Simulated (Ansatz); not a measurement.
I need a single point in a Gaussian basis of C₂H₈AsB, SMILES B[AsH]CC. Use Ansatz 0.2.0, Python API. Settings: PBE0, def2-SVPD basis, multiplicity 1, D3BJ dispersion.

| atom | x (Å) | y (Å) | z (Å) |
| --- | --- | --- | --- |
| B | 2.3727 | 0.4528 | 0.2958 |
| As | 0.5826 | 0.2609 | 1.2571 |
| C | -0.3357 | -0.3996 | -0.3621 |
| C | -1.8349 | -0.4721 | -0.1185 |
| H | 2.9768 | -0.5111 | -0.0217 |
| H | 2.7618 | 1.5226 | -0.0188 |
| H | 0.1865 | 1.7478 | 0.9768 |
| H | -0.1328 | 0.2840 | -1.2139 |
| H | 0.0485 | -1.4115 | -0.6110 |
| H | -2.0510 | -1.1623 | 0.7241 |
| H | -2.3438 | -0.8486 | -1.0307 |
| H | -2.2307 | 0.5370 | 0.1229 |

`energy_c2h8asb.py`
```python
"""Electronic structure of the C2H8AsB molecule."""

import ansatz as az


def main() -> None:
    geometry = (
        az.Crystal.molecule()
        .atom("B", (2.3727, 0.4528, 0.2958))
        .atom("As", (0.5826, 0.2609, 1.2571))
        .atom("C", (-0.3357, -0.3996, -0.3621))
        .atom("C", (-1.8349, -0.4721, -0.1185))
        .atom("H", (2.9768, -0.5111, -0.0217))
        .atom("H", (2.7618, 1.5226, -0.0188))
        .atom("H", (0.1865, 1.7478, 0.9768))
        .atom("H", (-0.1328, 0.284, -1.2139))
        .atom("H", (0.0485, -1.4115, -0.611))
        .atom("H", (-2.051, -1.1623, 0.7241))
        .atom("H", (-2.3438, -0.8486, -1.0307))
        .atom("H", (-2.2307, 0.537, 0.1229))
    )

    job = geometry.calculation()
    job = job.basis(gaussian="def2-SVPD")
    job = job.functional("PBE0", dispersion="d3bj")
    print(job.to_yaml())
    done = job.run(threads=1)
    summary = done.report

    print("reference energy %16.6f eV" % summary["reference_energy_ev"])
    print("total energy     %16.6f eV" % summary["free_energy_ev"])
    print("occupied (up, down):", summary["n_occupied"], " virtual:", summary["n_virtual"], " frozen:", summary["n_frozen"])


if __name__ == "__main__":
    main()
```

Running `python energy_c2h8asb.py` prints:
```text
crystal:
  periodic: [false, false, false]
  atoms:
    - { symbol: B, position_ang: [2.3727, 0.4528, 0.2958] }
    - { symbol: As, position_ang: [0.5826, 0.2609, 1.2571] }
    - { symbol: C, position_ang: [-0.3357, -0.3996, -0.3621] }
    - { symbol: C, position_ang: [-1.8349, -0.4721, -0.1185] }
    - { symbol: H, position_ang: [2.9768, -0.5111, -0.0217] }
    - { symbol: H, position_ang: [2.7618, 1.5226, -0.0188] }
    - { symbol: H, position_ang: [0.1865, 1.7478, 0.9768] }
    - { symbol: H, position_ang: [-0.1328, 0.284, -1.2139] }
    - { symbol: H, position_ang: [0.0485, -1.4115, -0.611] }
    - { symbol: H, position_ang: [-2.051, -1.1623, 0.7241] }
    - { symbol: H, position_ang: [-2.3438, -0.8486, -1.0307] }
    - { symbol: H, position_ang: [-2.2307, 0.537, 0.1229] }
basis:
  gaussian:
    orbitals: def2-SVPD
hamiltonian:
  xc: pbe0
  dispersion: d3bj

reference energy    -63700.591728 eV
total energy        -63700.811455 eV
occupied (up, down): [29, 29]  virtual: [133, 133]  frozen: 0
```

Notes:
- Total energies depend on the basis set; only differences at equal settings carry meaning.
- The geometry is a force-field or estimated start, not a minimum of this method, and the basis set is short of its limit.
- Total less reference energy is the dispersion correction.
- It ran for 6.8 s on 1 thread of Arm Neoverse V1 (shared host), peak memory 0.38 GiB.

(Lines on the test bed's own set-up are left out of the output.)
